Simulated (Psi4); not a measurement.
# triplet SiPH5O2: levels of theory compared

Wanted: a comparison of 6 runs (U-r2SCAN/6-31G*, U-revPBE/6-31G*, UM06-L/6-31G*, UPBE0/6-31G*, USVWN5/6-31G*, UTPSS/6-31G*) of triplet SiPH5O2. 

Program for the calculation: Psi4 1.11.

1 further run of the same task is left out (set aside as unsound or not needed).

## (1) The system as given

SiPH5O2 has 9 atoms, charge 0, and is taken as a triplet. SMILES of the parent species: `O[SiH2]OP`. Geometry: relaxed at PBE0-D4/def2-TZVP. This is one conformer, not always the lowest. That shape belongs to the parent species and isn't relaxed for this state.

Bond lengths: O1–Si2 1.637 Å, Si2–O3 1.648 Å, O3–P4 1.646 Å, O1–H5 0.958 Å, Si2–H6 1.486 Å, Si2–H7 1.473 Å, P4–H8 1.424 Å, P4–H9 1.424 Å. Some angles: O1–Si2–O3 112.6°, Si2–O3–P4 125.8°, O1–Si2–H6 109.8°, O1–Si2–H7 106.9°, O3–Si2–H6 108.4°, O3–Si2–H7 105.8°, Si2–O1–H5 118.2°, O3–P4–H8 98.7°, O3–P4–H9 98.7°, H6–Si2–H7 113.3°.

## (2) Energy and forces at U-r2SCAN/6-31G(d) (spherical functions) (run 1)

calc.dat

```
memory 2200 mb

molecule {
  0 3
  O     -0.307900     1.144300    -1.642900
  Si     0.817700     0.562000    -0.606400
  O      0.302400    -0.778100     0.201800
  P     -0.942200    -0.834900     1.277600
  H     -0.998700     1.706900    -1.290600
  H      1.170600     1.605300     0.391300
  H      1.964500     0.123500    -1.421100
  H     -0.305900    -1.590900     2.302600
  H     -1.612000    -1.984300     0.770600
  symmetry c1
}

set reference uks
set puream true
set e_convergence 1e-09
set d_convergence 1e-08
set scf_type pk
set dft_radial_points 99
set dft_spherical_points 590
set maxiter 100

E, wfn = gradient("r2scan/6-31G*", return_wfn=True)
oeprop(wfn, "MAYER_INDICES", "LOWDIN_CHARGES", "MULLIKEN_CHARGES", title="R2SCAN")
print_variables()
```

Command:

```bash
psi4 -n 1 calc.dat calc.out
```

calc.out:

```text
[...]
  Running in c1 symmetry.
[...]
  Nuclear repulsion =  233.152845558399036
[...]
  Multiplicity = 3
[...]
  Nalpha       = 26
  Nbeta        = 24
[...]
    Number of basis functions: 74
[...]
   @UKS iter   1:  -783.68395685383780    7.29100e-02   1.22520e-02 ADIIS/DIIS
[...]
   @UKS iter  16:  -784.02590416006046   -2.04636e-12   5.10638e-09 DIIS
[...]
   @S^2 Observed:                2.005151952E+00
[...]
  @UKS Final Energy:  -784.02590416006046
   => Energetics <=
    Nuclear Repulsion Energy =            233.1528455583990365
    One-Electron Energy =               -1547.0930863423077426
    Two-Electron Energy =                 593.1239568744781536
    DFT Exchange-Correlation Energy =     -63.2096202506299605
    Empirical Dispersion Energy =           0.0000000000000000
    VV10 Nonlocal Energy =                  0.0000000000000000
    Total Energy =                       -784.0259041600604633
[...]
 Multipole Moments:
 ------------------------------------------------------------------------------------
     Multipole            Electronic (a.u.)      Nuclear  (a.u.)        Total (a.u.)
 ------------------------------------------------------------------------------------
 L = 1.  Multiply by 2.5417464519 to convert [e a0] to [Debye]
 Dipole X            :         -1.6211843            1.3339041           -0.2872802
 Dipole Y            :         -0.4728344            0.8263463            0.3535119
 Dipole Z            :          0.8661746           -0.5023799            0.3637947
 Magnitude           :                                                    0.5829641
[...]
  -Total Gradient:
     Atom            X                  Y                   Z
    ------   -----------------  -----------------  -----------------
       1        0.000721167490    -0.000179232381     0.013623085032
       2       -0.011668110915    -0.014683556114     0.005603201098
       3       -0.027694613013     0.014875711875     0.019510431123
       4        0.037636057788     0.037808732517    -0.044580040421
       5        0.005350475457    -0.004291581151    -0.003663980785
       6       -0.002535434408    -0.001024975227    -0.000027632876
       7       -0.001303878646    -0.000346614498     0.000060740780
       8       -0.008199712712    -0.018578695400    -0.005292833995
       9        0.007775318044    -0.013646073640     0.014961925976
[...]
  Mulliken Charges: (a.u.)
   Center  Symbol    Alpha    Beta     Spin     Total
       1     O     4.36962  4.36290  0.00672 -0.73252
       2    SI     6.58784  6.55958  0.02826  0.85257
       3     O     4.37693  4.14873  0.22820 -0.52567
       4     P     8.30277  6.61405  1.68872  0.08318
       5     H     0.28329  0.27862  0.00467  0.43809
       6     H     0.55826  0.55778  0.00048 -0.11605
       7     H     0.54528  0.54550 -0.00022 -0.09078
       8     H     0.48529  0.46895  0.01634  0.04575
       9     H     0.49071  0.46387  0.02683  0.04542
   Total alpha = 26.00000, Total beta = 24.00000, Total charge = -0.00000
[...]
```

Run time: 1.8 min. Hardware: 1 thread of Intel Xeon Platinum 8259CL at 2.50GHz (Skylake/Cascade Lake), shared host; peak memory 1.4 GiB.

## (3) A single-point energy at U-revPBE/6-31G(d) (spherical functions) (run 2)

input.in

```
memory 2200 mb

molecule {
  0 3
  O     -0.307900     1.144300    -1.642900
  Si     0.817700     0.562000    -0.606400
  O      0.302400    -0.778100     0.201800
  P     -0.942200    -0.834900     1.277600
  H     -0.998700     1.706900    -1.290600
  H      1.170600     1.605300     0.391300
  H      1.964500     0.123500    -1.421100
  H     -0.305900    -1.590900     2.302600
  H     -1.612000    -1.984300     0.770600
  symmetry c1
}

set reference uks
set puream true
set e_convergence 1e-09
set d_convergence 1e-08
set scf_type pk
set dft_radial_points 99
set dft_spherical_points 590
set maxiter 100

e_tot, wfn = energy("revpbe/6-31G*", return_wfn=True)
oeprop(wfn, "LOWDIN_CHARGES", "DIPOLE", "MULLIKEN_CHARGES")
print_variables()
```

Command:

```bash
psi4 input.in input.out -n 1
```

input.out, cut to the lines that bear on the results:

```text
[...]
  Running in c1 symmetry.
[...]
  Nuclear repulsion =  233.152845558399036
[...]
  Multiplicity = 3
[...]
  Nalpha       = 26
  Nbeta        = 24
[...]
    Number of basis functions: 74
[...]
   @UKS iter   1:  -783.58349101470435    1.64504e-01   1.29788e-02 DIIS/ADIIS
[...]
   @UKS iter  15:  -783.96907946159661   -1.13687e-12   5.36993e-09 DIIS
[...]
   @S^2 Observed:                2.002848645E+00
[...]
  @UKS Final Energy:  -783.96907946159661
   => Energetics <=
    Nuclear Repulsion Energy =            233.1528455583990365
    One-Electron Energy =               -1547.0793081783153866
    Two-Electron Energy =                 593.0848820301698652
    DFT Exchange-Correlation Energy =     -63.1274988718502144
    Empirical Dispersion Energy =           0.0000000000000000
    VV10 Nonlocal Energy =                  0.0000000000000000
    Total Energy =                       -783.9690794615966070
[...]
 Multipole Moments:
 ------------------------------------------------------------------------------------
     Multipole            Electronic (a.u.)      Nuclear  (a.u.)        Total (a.u.)
 ------------------------------------------------------------------------------------
 L = 1.  Multiply by 2.5417464519 to convert [e a0] to [Debye]
 Dipole X            :         -1.5976903            1.3339041           -0.2637861
 Dipole Y            :         -0.5280439            0.8263463            0.2983024
 Dipole Z            :          0.8385149           -0.5023799            0.3361349
 Magnitude           :                                                    0.5211086
[...]
  Mulliken Charges: (a.u.)
   Center  Symbol    Alpha    Beta     Spin     Total
       1     O     4.33552  4.32558  0.00994 -0.66111
       2    SI     6.67479  6.62440  0.05039  0.70080
       3     O     4.34495  4.10015  0.24480 -0.44511
       4     P     8.28275  6.67055  1.61220  0.04669
       5     H     0.29691  0.29002  0.00689  0.41307
       6     H     0.54784  0.54430  0.00355 -0.09214
       7     H     0.53306  0.53190  0.00116 -0.06497
       8     H     0.48890  0.45953  0.02937  0.05157
       9     H     0.49525  0.45356  0.04170  0.05119
   Total alpha = 26.00000, Total beta = 24.00000, Total charge =  0.00000
[...]
```

Wall time 38 s (1 thread of Intel Xeon Platinum 8259CL at 2.50GHz (Skylake/Cascade Lake), shared host); peak memory 1.2 GiB.

Runs 3 to 4 aren't shown in full; the table further down has their settings and results.

## (4) The energy at USVWN5/6-31G(d) (spherical functions) (run 5)

input.in

```
memory 2200 mb

molecule molecule1 {
  0 3
  O     -0.307900     1.144300    -1.642900
  Si     0.817700     0.562000    -0.606400
  O      0.302400    -0.778100     0.201800
  P     -0.942200    -0.834900     1.277600
  H     -0.998700     1.706900    -1.290600
  H      1.170600     1.605300     0.391300
  H      1.964500     0.123500    -1.421100
  H     -0.305900    -1.590900     2.302600
  H     -1.612000    -1.984300     0.770600
  symmetry c1
  no_reorient
  no_com
}

set {
  basis 6-31G*
  reference uks
  puream true
  e_convergence 1e-09
  d_convergence 1e-08
  scf_type pk
  dft_radial_points 99
  dft_spherical_points 590
  maxiter 100
}

e_tot, wfn = energy('scf', dft_functional={"name": "SVWN5", "x_functionals": {"LDA_X": {}}, "c_functionals": {"LDA_C_VWN": {}}}, return_wfn=True)
print_variables()
```

Command:

```bash
psi4 -i input.in -o input.out -n 1
```

input.out:

```text
[...]
  Running in c1 symmetry.
[...]
  Nuclear repulsion =  233.152845558399036
[...]
  Multiplicity = 3
[...]
  Nalpha       = 26
  Nbeta        = 24
[...]
    Number of basis functions: 74
[...]
   @UKS iter   1:  -780.21391113927507    2.52817e-01   1.32887e-02 DIIS/ADIIS
[...]
   @UKS iter  15:  -780.62411561121667   -1.13687e-12   5.04110e-09 DIIS
[...]
   @S^2 Observed:                2.001772067E+00
[...]
    Orbital Energies [Eh]
    ---------------------
    Alpha Occupied:
       1A    -76.050602     2A    -65.139822     3A    -18.645209
       4A    -18.612665     5A     -6.332863     6A     -5.048136
       7A     -4.585269     8A     -4.580820     9A     -4.580684
      10A     -3.491110    11A     -3.489029    12A     -3.487197
      13A     -0.946409    14A     -0.911399    15A     -0.618120
      16A     -0.515362    17A     -0.452725    18A     -0.422525
      19A     -0.404405    20A     -0.375577    21A     -0.329602
      22A     -0.309397    23A     -0.281378    24A     -0.276521
      25A     -0.266508    26A     -0.067862
    Alpha Virtual:
[...]
  @UKS Final Energy:  -780.62411561121667
   => Energetics <=
    Nuclear Repulsion Energy =            233.1528455583990365
    One-Electron Energy =               -1547.0328247914396798
    Two-Electron Energy =                 592.9664983153980984
    DFT Exchange-Correlation Energy =     -59.7106346935742351
    Empirical Dispersion Energy =           0.0000000000000000
    VV10 Nonlocal Energy =                  0.0000000000000000
    Total Energy =                       -780.6241156112166664
[...]
 Multipole Moments:
 ------------------------------------------------------------------------------------
     Multipole            Electronic (a.u.)      Nuclear  (a.u.)        Total (a.u.)
 ------------------------------------------------------------------------------------
 L = 1.  Multiply by 2.5417464519 to convert [e a0] to [Debye]
 Dipole X            :          4.4728818           -4.7445354           -0.2716536
 Dipole Y            :          3.7770053           -3.5250951            0.2519102
 Dipole Z            :          0.5800190           -0.1919962            0.3880229
 Magnitude           :                                                    0.5364850
[...]
```

Run time: 24 s. Hardware: 1 thread of Intel Xeon Platinum 8259CL at 2.50GHz (Skylake/Cascade Lake), shared host; peak memory 0.52 GiB.

## (5) The energy at UTPSS/6-31G(d) (spherical functions) (run 6)

h5o2psi.in

```
memory 2200 mb

molecule geom {
  0 3
  O     -0.58184667     2.16241360    -3.10463105
  Si     1.54522905     1.06202608    -1.14592992
  O      0.57145318    -1.47039590     0.38134673
  P     -1.78049995    -1.57773234     2.41431410
  H     -1.88726948     3.22557352    -2.43888054
  H      2.21211340     3.03357735     0.73944983
  H      3.71236697     0.23338118    -2.68548980
  H     -0.57806722    -3.00636529     4.35128337
  H     -3.04623851    -3.74978355     1.45622295
  units bohr
  symmetry c1
  no_reorient
  no_com
}

set {
  basis 6-31G*
  reference uks
  puream true
  e_convergence 1e-09
  d_convergence 1e-08
  scf_type pk
  dft_radial_points 99
  dft_spherical_points 590
  maxiter 100
}

e, wfn = energy('tpss', return_wfn=True)
oeprop(wfn, 'MULLIKEN_CHARGES', 'QUADRUPOLE', 'WIBERG_LOWDIN_INDICES', title='TPSS')
```

Command:

```bash
psi4 h5o2psi.in h5o2psi.out -n 1
```

h5o2psi.out, cut to the lines that bear on the results:

```text
[...]
  Running in c1 symmetry.
[...]
  Nuclear repulsion =  233.152845786720434
[...]
  Multiplicity = 3
[...]
  Nalpha       = 26
  Nbeta        = 24
[...]
    Number of basis functions: 74
[...]
   @UKS iter   1:  -783.84026315505719    1.21458e-01   1.29439e-02 ADIIS/DIIS
[...]
   @UKS iter  15:  -784.21874721407096   -2.16005e-12   7.32585e-09 DIIS
[...]
   @S^2 Observed:                2.003094777E+00
[...]
  @UKS Final Energy:  -784.21874721407096
   => Energetics <=
    Nuclear Repulsion Energy =            233.1528457867204338
    One-Electron Energy =               -1547.0682986943577362
    Two-Electron Energy =                 593.0947105757967392
    DFT Exchange-Correlation Energy =     -63.3980048822304028
    Empirical Dispersion Energy =           0.0000000000000000
    VV10 Nonlocal Energy =                  0.0000000000000000
    Total Energy =                       -784.2187472140709588
[...]
 Multipole Moments:
 ------------------------------------------------------------------------------------
     Multipole            Electronic (a.u.)      Nuclear  (a.u.)        Total (a.u.)
 ------------------------------------------------------------------------------------
 L = 1.  Multiply by 2.5417464519 to convert [e a0] to [Debye]
 Dipole X            :          4.4703961           -4.7445353           -0.2741392
 Dipole Y            :          3.8534310           -3.5250952            0.3283359
 Dipole Z            :          0.5327993           -0.1919961            0.3408032
 Magnitude           :                                                    0.5469036
 L = 2.  Multiply by 1.3450342976 to convert [e a0^2] to [Debye ang]
 Quadrupole XX       :       -147.0197272          118.1524259          -28.8673013
 Quadrupole XY       :        -64.4018365           62.9747740           -1.4270625
[...]
  Mulliken Charges: (a.u.)
   Center  Symbol    Alpha    Beta     Spin     Total
[...]
```

Run time: 2 min. Hardware: 1 thread of Intel Xeon Platinum 8259CL at 2.50GHz (Skylake/Cascade Lake), shared host; peak memory 1.4 GiB.

## (6) The series

| run | level | task | energy (Eh) | dipole moment (D) | HOMO energy (eV) | ⟨S²⟩ | wall time |
| --- | --- | --- | --- | --- | --- | --- | --- |
| 1 | U-r2SCAN/6-31G* (spherical functions) | gradient | -784.025904 | 1.48 | -2.05 | 2.005 | 1.8 min |
| 2 | U-revPBE/6-31G* (spherical functions) | energy | -783.969079 | 1.32 | -1.79 | 2.003 | 38 s |
| 3 | UM06-L/6-31G* (spherical functions) | energy | -784.125831 | 1.41 | -1.80 | 2.007 | 71 s |
| 4 | UPBE0/6-31G* (spherical functions) | energy | -783.735312 | 1.51 | -2.82 | 2.004 | 38 s |
| 5 | USVWN5/6-31G* (spherical functions) | energy | -780.624116 | 1.36 | -1.85 | 2.002 | 24 s |
| 6 | UTPSS/6-31G* (spherical functions) | energy | -784.218747 | 1.39 | -1.91 | 2.003 | 2 min |

## (7) Outcome

| quantity | value |
| --- | --- |
| run 6: total energy | -784.21875 Eh |
| run 6: dipole moment | 1.39 D |
| run 6: HOMO energy (highest over α and β) | -1.91 eV |
| run 6: ⟨S²⟩ | 2.003 |

The dipole moment (its size) runs from 1.32 D (U-revPBE/6-31G*) to 1.51 D (UPBE0/6-31G*). Totals of different functionals can't be ranked against each other. All runs together took 6.6 min, the longest 2 min.
